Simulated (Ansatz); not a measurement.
C2H8BSb, SMILES C[B](C)[SbH2]: an atomisation energy, run with Ansatz 0.2.0, Python API.

The script, `c2h8bsb_tae.py`:
```python
'''Atomisation energy of C2H8BSb at the given geometry.'''

from collections import Counter

import ansatz as az
from ase import Atoms


def total_energy(molecule, charge=0, unpaired=0):
    calc = (
        molecule.calculation()
        .basis(gaussian='def2-SVPD')
        .correlation('mp2')
        .accuracy('high')
        .scf(lower_state_search='light')
    )
    if charge:
        calc = calc.charge(charge)
    if unpaired:
        calc = calc.spin('collinear', total=unpaired)
    report = calc.run(threads=1, backend='cpu').report
    if report['published_state_doubts']:
        print('  doubts:', report['published_state_doubts'])
    return report['free_energy_ev']

atoms = Atoms(['C', 'B', 'C', 'Sb', 'H', 'H', 'H', 'H', 'H', 'H', 'H', 'H'], positions=[
    (-0.2615, 1.5886, -0.4716),
    (-0.1918, 0.1054, -0.0579),
    (0.8309, -0.3383, 1.0317),
    (-1.4183, -1.4189, -1.0277),
    (-1.0889, 1.7381, -1.281),
    (-0.5858, 2.2604, 0.3993),
    (0.6892, 1.9867, -0.8825),
    (0.3663, -0.796, 1.8871),
    (1.4351, 0.5561, 1.4578),
    (1.5722, -1.0705, 0.6264),
    (-0.1395, -2.0752, -1.9104),
    (-1.131, -2.5918, 0.2628),
])
mol = az.Crystal.molecule_from_ase(atoms)

# Hund ground states
unpaired = {'C': 2, 'B': 1, 'Sb': 3, 'H': 1}
counts = Counter(site.symbol for site in mol.cartesian_sites)
atom_energy = {s: total_energy(az.Crystal.molecule().atom(s, (0, 0, 0)), 0, unpaired[s]) for s in counts}
whole = total_energy(mol, 0, 0)
for s, e in atom_energy.items():
    print(f'{s:2s} x{counts[s]}  {e:14.5f} eV')
print(f'C2H8BSb: {whole:.5f} eV')
split = sum(counts[s] * e for s, e in atom_energy.items()) - whole
print(f'atomisation energy (no zero-point term): {96.485332 * split:.1f} kJ/mol, {split / sum(counts.values()):.3f} eV an atom')
```

What does it cost to take this molecule apart into atoms?

3884.1 kJ/mol from the electronic energies, without the zero-point term.

The output:

```console
$ python c2h8bsb_tae.py
C  x2     -1025.86277 eV
B  x1      -667.72878 eV
Sb x1     -6512.82905 eV
H  x8       -13.58606 eV
C2H8BSb: -9381.22754 eV
atomisation energy (no zero-point term): 3884.1 kJ/mol, 3.355 eV an atom
```

What to keep in mind:
- The settings weren't tested for convergence.
- The geometry is a force-field or estimated start, not a minimum of this method, and the basis set is short of its limit. All parts are taken at fixed geometry, without zero-point energy.
- def2 sets replace the cores of elements past krypton by effective core potentials.
- In double-zeta sets correlated atomisation energies come out some 10 to 15 % low.
- The spin-orbit lowering of heavy atoms is left out.
- Timing: 16 s on 1 thread of Arm Neoverse V2 (shared host), peak memory 0.8 GiB.

(Lines on the test bed's own set-up are left out of the output.)
